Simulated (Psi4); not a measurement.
**SnHClF (SMILES [F][SnH][Cl]) at UHF/def2-TZVP (density fitting, core potential, sweep point 7)**

We compute a single-point energy of SnHClF. 

The calculation is run with Psi4 1.11.

3 further runs of the same task are left out: 3 set aside as unsound or not needed.

**1. The molecule**

SnHClF has 4 atoms, charge 0, and is taken as a doublet. SMILES: `[F][SnH][Cl]`. The shape is that of a PBE0-D4/def2-TZVP optimisation.

Bond lengths: F1–Sn2 1.923 Å, Sn2–Cl3 2.331 Å, Sn2–H4 1.741 Å. Angles: F1–Sn2–Cl3 103.7°, F1–Sn2–H4 104.5°, Cl3–Sn2–H4 108.4°.

**2. A single-point energy at UHF/def2-TZVP (density fitting, core potential, sweep point 7)**

The input, clfhsn.inp:

```
memory 1600 MB

molecule {
  0 2
  F     -1.514800     0.261000     0.860600
  Sn    -0.250500    -0.208700    -0.509900
  Cl     1.378000    -1.422400     0.633500
  H      0.442800     1.309900    -1.004300
  symmetry c1
}

set {
  basis              def2-TZVP
  reference          uhf
  scf_type           df
  damping_percentage 30
}

e = energy("hf")
```

Started as:

```bash
$ psi4 clfhsn.inp clfhsn.out -n 1
```

clfhsn.out:

```text
[...]
    !!!  WARNING: ECP capability is in beta. Please check occupations closely.  !!!
[...]
  Running in c1 symmetry.
[...]
  Nuclear repulsion =  174.577244386633652
[...]
  Multiplicity = 2
[...]
  Nalpha       = 25
  Nbeta        = 24
[...]
    Number of basis functions: 124
[...]
 WARNING: Atomic UHF is not converging! Try casting from a smaller basis or call Rob at CCMST.
   -------------------------
[...]
   @DF-UHF iter   1:  -772.87791532527933   -1.91623e+00   4.37183e-03 ADIIS/DIIS
[...]
   @DF-UHF iter  18:  -772.98487867949302   -6.96429e-07   2.30604e-07 DIIS/DAMP=30%
[...]
   @S^2 Observed:                7.629664869E-01
[...]
    Orbital Energies [Eh]
    ---------------------
    Alpha Occupied:
       1A   -104.828103     2A    -26.247616     3A    -10.556649
       4A     -8.025016     5A     -8.021956     6A     -8.021825
       7A     -5.925992     8A     -4.117950     9A     -4.113487
      10A     -4.111396    11A     -1.539568    12A     -1.386809
      13A     -1.382506    14A     -1.379282    15A     -1.378108
      16A     -1.368304    17A     -1.080604    18A     -0.709972
      19A     -0.619678    20A     -0.613585    21A     -0.585076
      22A     -0.514119    23A     -0.476237    24A     -0.467769
      25A     -0.377315
    Alpha Virtual:
[...]
  @DF-UHF Final Energy:  -772.98487867949302
   => Energetics <=
    Nuclear Repulsion Energy =            174.5772443866336516
    One-Electron Energy =               -1499.9992662772920085
    Two-Electron Energy =                 552.4371432111654485
    Total Energy =                       -772.9848786794930220
  UHF NO Occupations:
  HONO-2 :   23  A 1.9991277
  HONO-1 :   24  A 1.9950160
[...]
 Multipole Moments:
 ------------------------------------------------------------------------------------
     Multipole            Electronic (a.u.)      Nuclear  (a.u.)        Total (a.u.)
 ------------------------------------------------------------------------------------
 L = 1.  Multiply by 2.5417464519 to convert [e a0] to [Debye]
 Dipole X            :        -14.2877362           14.3189523            0.0312161
 Dipole Y            :         11.3223113          -11.1950571            0.1272542
 Dipole Z            :        -25.7636596           24.4128912           -1.3507684
 Magnitude           :                                                    1.3571085
[...]
```

Wall time 3.6 s (1 thread of Intel Xeon 6975P-C (Granite Rapids), shared host); peak memory 0.26 GiB.

**3. Summary of results**

At UHF/def2-TZVP (density fitting, core potential, sweep point 7):

```
                          quantity          value
                      total energy  -772.98488 Eh
                     dipole moment         3.45 D
HOMO energy (highest over α and β)      -10.27 eV
 LUMO energy (lowest over α and β)       -0.77 eV
                              ⟨S²⟩          0.763
```
